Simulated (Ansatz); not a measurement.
# Cl₄Sn, SMILES [Cl][Sn]([Cl])([Cl])[Cl]: a single point in a Gaussian basis

Computed with the Ansatz DFT code, driven from Python.

`cl4sn.xyz`
```text
5

Cl   -1.09010   -0.20140    2.06870
Sn   -0.01140   -0.00910   -0.00430
Cl    1.91010   -1.32230    0.05980
Cl   -1.33730   -0.77130   -1.73150
Cl    0.57860    2.23040   -0.43410
```

`cl4sn.py`:
```python
from pathlib import Path

import ansatz as az

SETTINGS = {
    "basis": "def2-SVP",
    "functional": "PBE",
}


def main() -> None:
    mol = az.Crystal.molecule_from_extxyz("cl4sn.xyz")

    job = (
        mol.calculation()
        .basis(gaussian=SETTINGS["basis"])
        .functional(SETTINGS["functional"])
        .orbitals()
    )
    result = job.run(threads=1, backend="cpu", runs_dir="out")
    r = result.report

    print(f"E = {r['free_energy_ev']:.6f} eV = {r['free_energy_ev'] / 27.211386246:.7f} Ha")
    print("converged:", r["converged"], " doubts:", r["published_state_doubts"] or "none")

    state = r["mean_field"]["state"]
    print(f"mean field: {state['energy']['hartree']:.7f} Ha, <S^2> = {abs(state['spin_squared']):.4f}, stability: {state.get('stability', {}).get('kind')}")

    lines = Path(r["orbitals_path"]).read_text().splitlines()
    field_of = lambda key: [line.split("=")[1].strip() for line in lines if line.startswith(key)]
    orbitals = [(27.211386 * float(e), s, float(n)) for e, s, n in zip(field_of("Ene="), field_of("Spin="), field_of("Occup="))]
    homo = max(e for e, _, n in orbitals if n > 0.5)
    lumo = min(e for e, _, n in orbitals if n < 0.5)
    for e, spin, n in sorted(orbitals):
        if homo - 6 < e < lumo + 5:
            print(f"{spin:6s} {e:10.3f} eV  occupation {n:.0f}")


if __name__ == "__main__":
    main()
```

```console
$ python cl4sn.py
E = -55890.365474 eV = -2053.9330473 Ha
converged: True  doubts: none
mean field: -2053.9330473 Ha, <S^2> = 0.0000, stability: minimum
Alpha     -13.479 eV  occupation 2
Alpha     -10.307 eV  occupation 2
Alpha     -10.217 eV  occupation 2
Alpha     -10.212 eV  occupation 2
Alpha      -8.500 eV  occupation 2
Alpha      -8.492 eV  occupation 2
Alpha      -8.427 eV  occupation 2
Alpha      -8.401 eV  occupation 2
Alpha      -8.382 eV  occupation 2
Alpha      -8.086 eV  occupation 2
Alpha      -8.056 eV  occupation 2
Alpha      -8.036 eV  occupation 2
Alpha      -4.380 eV  occupation 0
Alpha      -1.018 eV  occupation 0
Alpha      -0.946 eV  occupation 0
Alpha      -0.807 eV  occupation 0
```

Notes:
- Total energies depend on the basis set; only differences at equal settings carry meaning.
- The geometry is a force-field or estimated start, not a minimum of this method, and the basis set is short of its limit.
- def2 sets replace the cores of elements past krypton by effective core potentials.
- Alpha marks a spatial orbital of a restricted run, filled by both spins.
- Levels such as HOMO and LUMO are orbital energies: with these approximate functionals they aren't the ionisation energy and electron affinity, and their gap isn't the fundamental gap.
- Wall time of the script: 2.8 s on 1 thread of Arm Neoverse V1 (shared host), peak memory 0.17 GiB.
